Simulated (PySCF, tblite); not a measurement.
# C₅H₁₄Si₃: geometry, infrared bands and NMR shifts

Aim: predict the infrared bands and NMR shifts of C₅H₁₄Si₃ (`C=CC(=C)C[SiH2][SiH2][SiH3]`).

Programs: tblite 0.8.0 and PySCF 2.14.0, with density-fitted response routines of our own. Each step states its level of theory. These are calculated values for one molecule in the gas phase, unless marked as measured. Atoms count from 0, in the outputs and in this text.

**1. Starting geometry**

22 atoms, charge 0, multiplicity 1; geometry from: force field or distance geometry start.

Bonds of the start (Å): C0–C1 1.34, C1–C2 1.47, C2–C3 1.35, C2–C4 1.52, C4–Si5 1.87, Si5–Si6 2.30, Si6–Si7 2.29, C0–H8 1.09, C0–H9 1.08, C1–H10 1.08, C3–H11 1.09, C3–H12 1.07, C4–H13 1.09, C4–H14 1.10, Si5–H15 1.48, Si5–H16 1.49, Si6–H17 1.50, Si6–H18 1.50, Si7–H19 1.48, Si7–H20 1.49, Si7–H21 1.48.

**2. Optimising the geometry with GFN2-xTB**

The job: settings as JSON, then the geometry in Å.

```
{"job": {"kind": "relax", "xc": "GFN2-xTB", "basis": "xTB"}, "charge": 0, "multiplicity": 1}
C     -2.116100    -0.648400    -1.993400
C     -1.637900     0.517900    -1.547000
C     -1.243600     0.823100    -0.163000
C     -0.898200     2.096300     0.127200
C     -1.300800    -0.230300     0.929700
Si     0.078300    -1.493700     0.952500
Si     2.139000    -0.470400     1.014800
Si     2.662800     0.162800    -1.119400
H     -2.300300    -1.511200    -1.360700
H     -2.380000    -0.754800    -3.039500
H     -1.514700     1.314800    -2.267200
H     -0.632400     2.376700     1.148900
H     -0.874500     2.878500    -0.601400
H     -2.259100    -0.752400     0.879300
H     -1.301000     0.272600     1.906300
H     -0.008500    -2.417600    -0.195200
H     -0.079100    -2.328800     2.177800
H      3.160500    -1.437600     1.528100
H      2.115000     0.696600     1.954800
H      1.750800     1.220300    -1.622200
H      2.589800    -0.999500    -2.042700
H      4.039700     0.704500    -1.171700
```

The run is started by

```sh
> OMP_NUM_THREADS=1 python probes_run.py task.json out
```

This one command runs all jobs of the session in turn.

**Question.** This job is followed by: GFN2-xTB harmonic vibrations, gas phase; GIAO PBE0/pcSseg-1 NMR shielding, non-relativistic, gas phase. What will the session give for the following? strongest single infrared mode (GFN2-xTB); zero-point energy (GFN2-xTB); ¹³C shifts against TMS (PBE0/pcSseg-1); ¹H shifts against TMS (PBE0/pcSseg-1, means over atoms taken as alike); ²⁹Si shifts against TMS (PBE0/pcSseg-1); surface potential, 1st and 99th percentile.

**Answer**, as computed:

| quantity | value |
| --- | --- |
| strongest single infrared mode (GFN2-xTB) | 609 cm⁻¹, 701 km/mol |
| zero-point energy (GFN2-xTB) | 99.0 kcal/mol |
| ¹³C shifts against TMS (PBE0/pcSseg-1) | 152.7, 145.4, 123.5, 123.1, 17.8 ppm |
| ¹H shifts against TMS (PBE0/pcSseg-1, means over atoms taken as alike) | 6.55, 5.59, 5.55, 5.32, 5.17, 4.26, 3.44, 3.19, 2.06 ppm |
| ²⁹Si shifts against TMS (PBE0/pcSseg-1) | -65.4, -110.8, -133.0 ppm |
| surface potential, 1st and 99th percentile | -0.56 V and 0.87 V |

The optimisation took 78 steps and gained 0.199 eV; among the close pairs (by a distance rule), C4–Si5 changed most, from 1.870 to 1.917 Å. The lowest mode is imaginary (49i cm⁻¹), so the xTB geometry is not a minimum. The strongest single mode, at 609 cm⁻¹, is spread over several atoms, H17, H18, H15, H16 among them. GFN2-xTB is a fitted tight-binding method: band positions and strengths are rough. Its intensities can rank the bands wrongly. The most deshielded hydrogen is H10 (hydrogen on an alkene CH), at 6.55 ppm: a vinylic proton, deshielded by the sp2 carbon and the C=C anisotropy. At PBE0/pcSseg-1: Shielding is most anisotropic at C2 (span 246 ppm, paramagnetic term -229 ppm). At PBE0/pcSseg-1, counted by nearest atom on the grid, the HOMO lies on C3 30 %; C0 20 %, the LUMO on C0, C3 about 20 % each; C1, C2 about 14 % each.
